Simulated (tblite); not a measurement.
# C7H15BSi: the cost of one run

Computed with tblite 0.8.0 and PySCF 2.14.0, with density-fitted response routines of our own, on a single molecule in the gas phase. Atoms count from 0, in the outputs and in this text.

**1. The starting structure**

24 atoms, charge 0, multiplicity 1; geometry from: force field or distance geometry start.

Bonds of the start (Å): B0–C1 1.61, C1–Si2 1.88, Si2–C3 1.86, Si2–C4 1.86, C1–C5 1.52, C5–C6 1.53, C6–C7 1.50, C7–C8 1.33, C6–C1 1.52, B0–H9 1.17, B0–H10 1.19, Si2–H11 1.47, C3–H12 1.11, C3–H13 1.11, C3–H14 1.12, C4–H15 1.10, C4–H16 1.10, C4–H17 1.11, C5–H18 1.11, C5–H19 1.11, C6–H20 1.11, C7–H21 1.09, C8–H22 1.09, C8–H23 1.08.

**2. Relaxing the molecule with GFN2-xTB**

What the job is given:

```
{"job": {"kind": "relax", "xc": "GFN2-xTB", "basis": "xTB"}, "charge": 0, "multiplicity": 1}
B     -0.084300    -1.447600     1.130300
C     -0.129500    -0.433100    -0.122100
Si     1.368500     0.676700    -0.375100
C      1.540300     1.831600     1.076400
C      2.900500    -0.356800    -0.554600
C     -0.715000    -1.035000    -1.392600
C     -1.456700     0.082000    -0.664200
C     -2.707300    -0.363600     0.043500
C     -3.218600     0.348400     1.040900
H      0.551700    -2.431000     1.078300
H     -0.618000    -1.146100     2.145300
H      1.164800     1.479100    -1.594500
H      0.613000     2.431000     1.205100
H      2.413000     2.495100     0.920800
H      1.698900     1.233800     2.006700
H      2.780400    -1.040900    -1.412700
H      3.063800    -0.943500     0.365600
H      3.772400     0.303100    -0.733400
H     -0.246700    -0.697500    -2.337000
H     -1.155700    -2.045900    -1.293300
H     -1.455300     1.063100    -1.184700
H     -3.221000    -1.274100    -0.272800
H     -4.125500     0.033200     1.548900
H     -2.745400     1.257900     1.371100
```

Command:

```bash
$ OMP_NUM_THREADS=1 python probes_run.py task.json out
```

The driver reads the jobs from task.json and runs them one after another.

**Question.** How long does this first job take on 1 thread of Arm Neoverse N1, shared host, and how much memory does it need?

About 1.8 s, with a peak of 0.19 GiB.
